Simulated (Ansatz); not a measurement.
This script drives the Python package of Ansatz (0.2.0).

Script `opt_ch6alge.py`:
```python
# -*- coding: utf-8 -*-
import ansatz as az
import numpy as np


def main():
    molecule = (
        az.Crystal.molecule()
        .atom("C", [-0.8708, 1.2767, -1.0748])
        .atom("Al", [0.8223, 0.4654, -0.6523])
        .atom("Ge", [0.8912, -1.2906, 1.0208])
        .atom("H", [-1.5504, 0.5604, -1.461])
        .atom("H", [-0.7673, 2.0862, -1.8869])
        .atom("H", [-1.3358, 1.8109, -0.1752])
        .atom("H", [2.4126, -1.7831, 1.1881])
        .atom("H", [0.0588, -2.4562, 0.591])
        .atom("H", [0.4279, -0.7161, 2.4333])
    )

    model = (
        molecule.calculation()
        .basis(gaussian="def2-SVP")
        .functional("pbe0")
        .spin("collinear", total=1)
    )
    symbols = [site.symbol for site in molecule.cartesian_sites]
    start = np.array([site.position_ang for site in molecule.cartesian_sites], dtype=float)
    def progress(event):
        if event["event"] == "relax_step":
            row = event["data"]
            print(f"step {row['step']:3d}  E = {row['lagrangian_ev']:.6f} eV  max force {row['allowed_force_max_ev_ang']:.4f} eV/A")


    summary = model.relax(force_tolerance=0.02).session().plan().execute(on_event=progress).report
    end = np.array(summary["positions_ang"])

    for key in ("converged", "free_energy_ev", "reference_energy_ev", "n_frozen", "n_occupied", "n_virtual"):
        print(f"{key:22s} {summary[key]}")

    print("bond        before    after (A)")
    for i, j in [(0, 1), (0, 3), (0, 4), (0, 5), (1, 2), (2, 6), (2, 7), (2, 8)]:
        d0, d1 = (np.linalg.norm(xyz[i] - xyz[j]) for xyz in (start, end))
        print(f"{symbols[i]}{i}-{symbols[j]}{j}".ljust(10), f"{d0:8.4f} {d1:8.4f}")

    charges = summary["charge_distribution"]
    print("dipole moment", round(4.803205 * float(np.linalg.norm(charges["dipole_moment_e_ang"])), 3), "D")
    print("Mulliken:", [(s, round(q, 3)) for s, q in zip(symbols, charges["mulliken_charges_e"])])


if __name__ == "__main__":
    main()
```

It is started by `python opt_ch6alge.py`. Estimate its wall time and peak memory on 1 thread of Arm Neoverse V2, with other jobs on the host.

It took about 30 s, with a peak of 0.35 GiB, for 1 run of the engine.

```console
$ python opt_ch6alge.py
step   1  E = -64227.018045 eV  max force 3.1378 eV/A
step   2  E = -64227.244997 eV  max force 0.8897 eV/A
step   3  E = -64227.268152 eV  max force 0.1110 eV/A
step   4  E = -64227.270501 eV  max force 0.0420 eV/A
step   5  E = -64227.270771 eV  max force 0.0103 eV/A
converged              True
free_energy_ev         -64227.27080246466
reference_energy_ev    -64227.27080246466
n_frozen               0
n_occupied             [29, 28]
n_virtual              [65, 66]
bond        before    after (A)
C0-Al1       1.9244   1.9727
C0-H3        1.0602   1.1047
C0-H4        1.1513   1.1005
C0-H5        1.1449   1.1048
Al1-Ge2      2.4264   2.5133
Ge2-H6       1.6079   1.5439
Ge2-H7       1.4954   1.5488
Ge2-H8       1.5937   1.5490
dipole moment 1.326 D
Mulliken: [('C', -0.447), ('Al', 0.418), ('Ge', -0.055), ('H', 0.078), ('H', 0.081), ('H', 0.078), ('H', -0.049), ('H', -0.051), ('H', -0.051)]
```

Caveats:
- The settings weren't tested for convergence.
- The end point is the stationary point reached from this start; no frequency run checks that it is a minimum, and the basis set is modest.
- The species is open-shell (spin multiplicity 2).

(A comment or docstring line of the script was reworded after the run, the code is as it ran; lines on the test bed's own set-up are left out of the output.)
